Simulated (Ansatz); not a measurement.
Task: a ladder of methods at one geometry of CH₆AlBSi, SMILES [BH]1C[SiH2][AlH]1, with the Python package of Ansatz (0.2.0). Give the script and its output. Use (for the species named): Hartree-Fock, def2-SVP basis, multiplicity 1. The script varies functional: hf, b3lyp, revpbe, pbe0, pbe.

```xyz
10

B     0.3889    1.3655    0.3035
C     0.3620   -0.0417    1.0014
Si   -0.3339   -1.2646   -0.2369
Al   -0.3885    0.6297   -1.4928
H     0.6522    2.4909    0.6135
H    -0.2731   -0.0092    1.9082
H     1.4338   -0.3038    1.2807
H     0.7636   -2.1965   -0.6893
H    -1.5922   -1.8083    0.2337
H    -0.9297    1.0868   -2.9190
```

Script `ch6albsi_methods.py`:
```python
'''CH6AlBSi at several levels of theory.'''

from dataclasses import dataclass
from pathlib import Path
import warnings

import ansatz as az
import numpy as np


@dataclass(frozen=True)
class RunConfig:
    basis: str = 'def2-SVP'


cfg = RunConfig()

GEOMETRY = '''
B     0.38890    1.36550    0.30350
C     0.36200   -0.04170    1.00140
Si   -0.33390   -1.26460   -0.23690
Al   -0.38850    0.62970   -1.49280
H     0.65220    2.49090    0.61350
H    -0.27310   -0.00920    1.90820
H     1.43380   -0.30380    1.28070
H     0.76360   -2.19650   -0.68930
H    -1.59220   -1.80830    0.23370
H    -0.92970    1.08680   -2.91900
'''

warnings.simplefilter('ignore', az.DeckWarning)

molecule = az.Crystal.molecule()
for line in GEOMETRY.strip().splitlines():
    symbol, *xyz = line.split()
    molecule = molecule.atom(symbol, [float(v) for v in xyz])

job = (
    molecule.calculation()
    .basis(gaussian=cfg.basis)
    .scf(lower_state_search='off')
)

print('functional    E (Ha)        dipole (D)   HOMO (eV)  LUMO (eV)')
for name in ['hf', 'b3lyp', 'revpbe', 'pbe0', 'pbe']:
    summary = job.functional(name).forces().orbitals().run(threads=1, runs_dir='runs').report
    lines = Path(summary['orbitals_path']).read_text().splitlines()
    field_of = lambda key: [line.split('=')[1].strip() for line in lines if line.startswith(key)]
    orbitals = [(27.211386 * float(e), s, float(n)) for e, s, n in zip(field_of('Ene='), field_of('Spin='), field_of('Occup='))]
    homo = max(e for e, _, n in orbitals if n > 0.5)
    lumo = min(e for e, _, n in orbitals if n < 0.5)
    dipole = 4.803205 * np.linalg.norm(summary['charge_distribution']['dipole_moment_e_ang'])
    print(f'{name:10s} {summary["free_energy_ev"] / 27.211386246:14.6f} {dipole:9.3f} {homo:11.3f} {lumo:10.3f}')
```

```console
$ python ch6albsi_methods.py
functional    E (Ha)        dipole (D)   HOMO (eV)  LUMO (eV)
hf            -596.580783     0.805      -8.564      0.261
b3lyp         -598.217270     1.041      -5.935     -3.050
revpbe        -598.035860     1.203      -5.039     -3.694
pbe0          -597.848279     1.086      -6.137     -2.925
pbe           -597.773286     1.221      -5.071     -3.785
```

These settings explore the input space; basis and method may be short of convergence. The geometry is a force-field or estimated start, not a minimum of this method, and the basis set is short of its limit. A lower total doesn't mark the better method: functionals have no common bound, and MP2 and coupled cluster aren't variational. b3lyp holds the VWN-RPA fit, as in Gaussian; the form of ORCA and Turbomole is b3lyp5. Levels such as HOMO and LUMO are orbital energies: with these approximate functionals they aren't the ionisation energy and electron affinity, and their gap isn't the fundamental gap. The whole script took 6.8 s on 1 thread of Intel(R) Xeon(R) Processor @ 2.30GHz, with other jobs on the host, peak memory 0.26 GiB.
